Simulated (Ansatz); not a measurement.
# AlGeH4NO: the cost of one run

Method: the settings change from run to run; program: Ansatz 0.2.0, Gaussian basis.

## 1. The molecule

An earlier PBE0-D4 in a triple-zeta def2 set relaxation fixed the geometry.

SMILES `[OH][GeH]1[NH][AlH]1`, 8 atoms, charge 0, spin multiplicity 1.

Atoms are counted from 1 here; the program's logs count them from 0.

Bond lengths: O1–Ge2 1.790 Å, O1–H5 0.960 Å, Ge2–N3 1.903 Å, Ge2–Al4 2.363 Å, Ge2–H6 1.541 Å, N3–Al4 1.755 Å, N3–H7 1.009 Å, Al4–H8 1.580 Å. Angles: Ge2–O1–H5 111.8°, O1–Ge2–N3 113.2°, O1–Ge2–Al4 127.0°, O1–Ge2–H6 100.2°, N3–Ge2–Al4 47.1°, N3–Ge2–H6 114.1°, Al4–Ge2–H6 132.5°, Ge2–N3–Al4 80.4°, Ge2–N3–H7 130.3°, Al4–N3–H7 149.3°, Ge2–Al4–N3 52.6°, Ge2–Al4–H8 167.0°, N3–Al4–H8 140.3°.

## 2. CAM-B3LYP/aug-cc-pVDZ

This run has D4 dispersion.

The input, in.yaml:

```yaml
crystal:
  periodic: [false, false, false]
  atoms:
    - {symbol: O, position_ang: [-1.914523, 0.239860, 0.981443]}
    - {symbol: Ge, position_ang: [-0.826685, -0.080202, -0.403951]}
    - {symbol: N, position_ang: [0.905097, 0.679781, -0.188054]}
    - {symbol: Al, position_ang: [1.342571, -1.014661, -0.324776]}
    - {symbol: H, position_ang: [-1.566883, -0.121990, 1.799568]}
    - {symbol: H, position_ang: [-1.650683, 0.545239, -1.546623]}
    - {symbol: H, position_ang: [1.187634, 1.644258, -0.094580]}
    - {symbol: H, position_ang: [2.615570, -1.949487, -0.278827]}
basis:
  gaussian: {orbitals: aug-cc-pVDZ}
hamiltonian: {xc: {name: CAM-B3LYP}, dispersion: d4}
output: {forces: true}
```

Started as:

```sh
$ ansatz run in.yaml --threads 2 --pin off --events-out ev --progress --plain --max-ram 4352MiB
```

**Question.** How long does this run take on 2 threads of Arm Neoverse V2, shared host, and how much memory does it need?

About 7 s, with a peak of 0.52 GiB.
